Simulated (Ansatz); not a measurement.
# F3H2NSi: the cost of one run

Method: PBE0-D4/def2-TZVP structures, single points in def2-TZVPP, no counterpoise correction; program: Ansatz 0.2.0, Gaussian basis.

Levels: SPW92, PBE-D4, BLYP-D4, r2SCAN-D4, B97M-V, PBE0-D4, B3LYP-D4, r2SCAN0-D4, BHLYP-D4, CAM-B3LYP-D4, wB97X-V, wB97M-V, B2PLYP, PBE-QIDH, RPA on PBE, Hartree-Fock, MP2, CCSD, CCSD(T).

Cores are frozen in the correlated methods. B3LYP uses VWN-RPA correlation. B2PLYP carries no dispersion term here.

94 further runs of the same task are left out: 94 set aside as unsound or not needed.

## 1. The starting structure

The complex: 9 atoms, charge 0, spin multiplicity 1.

Atoms are counted from 1 here; the program's logs count them from 0.

Bond lengths: Si1–N2 1.674 Å, Si1–F3 1.574 Å, Si1–F4 1.578 Å, Si1–F5 1.574 Å, N2–H8 1.006 Å, N2–H9 1.006 Å, H6–H7 0.747 Å. Angles: N2–Si1–F3 109.4°, N2–Si1–F4 115.9°, N2–Si1–F5 109.4°, F3–Si1–F4 105.8°, F3–Si1–F5 110.3°, F4–Si1–F5 105.8°, Si1–N2–H8 121.8°, Si1–N2–H9 121.8°, H8–N2–H9 112.6°.

As a file:

| atom | x (Å) | y (Å) | z (Å) |
| --- | --- | --- | --- |
| Si1 | -0.7034 | 0.0928 | -1.0171 |
| N2 | 0.5488 | 0.7125 | -0.0949 |
| F3 | -0.3474 | -1.3729 | -1.4659 |
| F4 | -1.0378 | 0.8802 | -2.3432 |
| F5 | -2.0292 | 0.0965 | -0.1692 |
| H6 | 0.7549 | -1.0384 | 2.1541 |
| H7 | 0.8787 | -1.4417 | 2.7711 |
| H8 | 1.5127 | 0.5597 | -0.3378 |
| H9 | 0.4226 | 1.5113 | 0.5029 |

Its parts: F₃H₂NSi holds atoms 1, 2, 3, 4, 5, 8, 9; H₂ holds atoms 6, 7. Each part counts its atoms afresh in its own runs.

## 2. Relaxing F₃H₂NSi alone

File relax-a/in.yaml:

```yaml
crystal:
  periodic: [false, false, false]
  atoms:
    - {symbol: Si, position_ang: [-0.703427, 0.092825, -1.017082]}
    - {symbol: N, position_ang: [0.548773, 0.712476, -0.094938]}
    - {symbol: F, position_ang: [-0.347375, -1.372893, -1.465852]}
    - {symbol: F, position_ang: [-1.037825, 0.880154, -2.343236]}
    - {symbol: F, position_ang: [-2.029193, 0.096541, -0.169248]}
    - {symbol: H, position_ang: [1.512668, 0.559715, -0.337793]}
    - {symbol: H, position_ang: [0.422627, 1.511274, 0.502906]}
basis:
  gaussian: {orbitals: def2-TZVP}
hamiltonian: {xc: pbe0, dispersion: d4}
relax: {f_tol: 0.005, max_steps: 200}
```

Command:

```
$ ansatz run in.yaml --threads 4 --pin off --events-out ev --progress --plain --max-ram 9574MiB
```

**Question.** How long does this run take on 4 threads of Intel Xeon Platinum 8259CL at 2.50GHz, shared host?

About 12 s.
